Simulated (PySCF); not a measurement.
**C₆H₅F₂S+: electronic excitations**

Wanted: the electronic excitations of C₆H₅F₂S+ (`FC(F)c1ccc[s+]c1`), by calculation.

Computed with PySCF 2.14.0, with density-fitted response routines of our own, on a single molecule in the gas phase. Atoms count from 0, in the outputs and in this text.

**1. Starting geometry**

14 atoms, charge 1, multiplicity 1; geometry from: GFN2-xTB.

Bonds of the start (Å): F0–C1 1.34, C1–F2 1.34, C1–C3 1.53, C3–C4 1.40, C4–C5 1.39, C5–C6 1.38, C6–S7 1.69, S7–C8 1.69, C8–C3 1.38, C1–H9 1.10, C4–H10 1.08, C5–H11 1.08, C6–H12 1.08, C8–H13 1.08.

**2. Ultraviolet spectrum: CAM-B3LYP/def2-SVPD**

Job settings and geometry (Å):

```
{"job": {"kind": "uv", "xc": "CAM-B3LYP", "basis": "def2-SVPD", "nstates": 8, "ntriplets": 3}, "charge": 1, "multiplicity": 1}
F     -2.238752    -1.230480     1.033993
C     -2.070418    -0.137630     0.270097
F     -2.639214     0.900850     0.903939
C     -0.580327     0.113249     0.064300
C      0.243737    -0.981477    -0.206856
C      1.616662    -0.855977    -0.388563
C      2.275362     0.348700    -0.311905
S      1.525749     1.828564     0.012458
C     -0.097401     1.397756     0.181388
H     -2.602467    -0.295992    -0.685162
H     -0.205654    -1.963897    -0.259950
H      2.194609    -1.746714    -0.595352
H      3.345759     0.406584    -0.453265
H     -0.768324     2.215995     0.412713
```

With the program's defaults for keys left out, this is: TDDFT CAM-B3LYP/def2-SVPD, vertical, gas phase, core orbitals frozen in the response.

Predict these results of the whole session: lowest singlet (CAM-B3LYP/def2-SVPD); brightest single state of those computed; lowest triplet.

The runs gave:

| quantity | value |
| --- | --- |
| lowest singlet (CAM-B3LYP/def2-SVPD) | 4.92 eV (252 nm), f = 0.057 |
| brightest single state of those computed | state 7, 7.05 eV, f = 0.339 |
| lowest triplet | 3.53 eV |

**Reading.** The lowest singlet, at 4.92 eV, is HOMO→LUMO 0.86, HOMO−1→LUMO+1 0.10 and is bright; of the 8 states computed, the strongest absorption comes from state 7 at 7.05 eV. The lowest triplet lies 1.38 eV below the lowest singlet (triplets in Tamm-Dancoff, singlets in full TDDFT).
